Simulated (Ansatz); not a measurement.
What does this script print? It uses the Ansatz DFT code, driven from Python.

Input file `linip.cif`:
```cif
data_LiNiP
_cell_length_a 3.737380
_cell_length_b 3.737380
_cell_length_c 5.800367
_cell_angle_alpha 90.00000
_cell_angle_beta 90.00000
_cell_angle_gamma 90.00000
_symmetry_space_group_name_H-M 'P 1'
_symmetry_Int_Tables_number 1
loop_
_symmetry_equiv_pos_as_xyz
'x, y, z'
loop_
_atom_site_label
_atom_site_type_symbol
_atom_site_fract_x
_atom_site_fract_y
_atom_site_fract_z
Li1 Li    0.000000    0.500000    0.337043
Li2 Li    0.500000    0.000000    0.662957
Ni3 Ni    0.000000    0.000000    0.000000
Ni4 Ni    0.500000    0.500000    0.000000
P5 P    0.000000    0.500000    0.780447
P6 P    0.500000    0.000000    0.219553
```

`edit.py`
```python
# -*- coding: utf-8 -*-
"""Editing single keys of the input for LiNiP."""

import logging
import sys

import ansatz as az
from ase.io import read

logging.basicConfig(stream=sys.stdout, format="[%(levelname)s] %(message)s")
log = logging.getLogger("ansatz_job")
log.setLevel(logging.INFO)

SETTINGS = {
    "mesh": (7, 7, 5),
    "smearing": "Fermi-Dirac",
    "smearing_width": 0.1,
}


def main():
    atoms = read("linip.cif")
    system = az.Crystal.from_ase(atoms).moments(Ni=2.0)

    calculation = system.calculation()
    calculation = calculation.basis(19 * az.Ha)
    calculation = calculation.functional(az.Functional.LDA)
    calculation = calculation.kpoints(*SETTINGS["mesh"]).spin("collinear")
    calculation = calculation.occupations(SETTINGS["smearing"], width=SETTINGS["smearing_width"]).band_table()
    typed = calculation.input()
    rows = []
    for value in [2, 6, 12]:
        edited = typed.set(az.key.scf.n_extra_bands, value)
        r = az.Session.from_dict(edited).plan().execute().report
        rows.append((value, r["free_energy_ev"], r["n_iterations"], len(r["eigenvalues_ev"][0]) if "eigenvalues_ev" in r else 0))
    log.info("   extra bands            F eV      iterations    bands listed")
    for row in rows:
        log.info(f"{str(row[0]):>14s}  {row[1]:14.5f}  {row[2]:14d}  {row[3]:14d}")


if __name__ == "__main__":
    main()
```

```console
$ python edit.py
DeckWarning: the band count 28 (scf.n_extra_bands) hosts the net moment |M| = 4.0000 μB (N_el = 52) but caps the reachable moment at 2·n_bands − N_el = 4.0000 μB, below the 34 bands that the automatic rule leaves for it — a moment growing past the seed, or the majority channel's smearing tail, pins there with fewer empty majority states than that count leaves; raise or omit scf.n_extra_bands unless the cap is intended
RunWarning: the starting moments were not kept: the SCF closed with an absolute magnetisation of 1.7e-6 μB, where they sum to 4 μB in size (2 sites). That is at most 0.1 of that sum. Measured as dr2_m measures the in/out step, that magnetisation stands 9.1e-13 eV from none, at or under the dr2_threshold of 1.0e-7 eV: it is no larger than a step whose dr2_m would equal this threshold. The system may hold no moment; this SCF shows only that its start led to no more than that. To try another [...]
DeckWarning: the band count 32 (scf.n_extra_bands) hosts the net moment |M| = 4.0000 μB (N_el = 52) but caps the reachable moment at 2·n_bands − N_el = 12.0000 μB, below the 34 bands that the automatic rule leaves for it — a moment growing past the seed, or the majority channel's smearing tail, pins there with fewer empty majority states than that count leaves; raise or omit scf.n_extra_bands unless the cap is intended
[INFO]    extra bands            F eV      iterations    bands listed
[INFO]              2    -13405.98368              13              28
[INFO]              6    -13405.98368              13              32
[INFO]             12    -13405.98368              12              38
```
(Warnings from the package without file and line, shortened, repeats left out.)

Notes:
- Total energies depend on the potentials; only differences at equal settings carry meaning. A total without «per atom» is that of the whole cell that was run.
- The SCF didn't keep the moments it started from (some shrank, vanished or turned); what is printed is the state reached.
- For a metal this k-point mesh is coarse: on a finer one energies can move by several to tens of meV an atom and pressures by half a GPa or more, differences at one mesh by less.
- The structure comes from a database of computed cells and needn't be a stable or known phase.
- Timing: 75 s on 1 thread of Arm Neoverse V1 (shared host), peak memory 0.62 GiB.
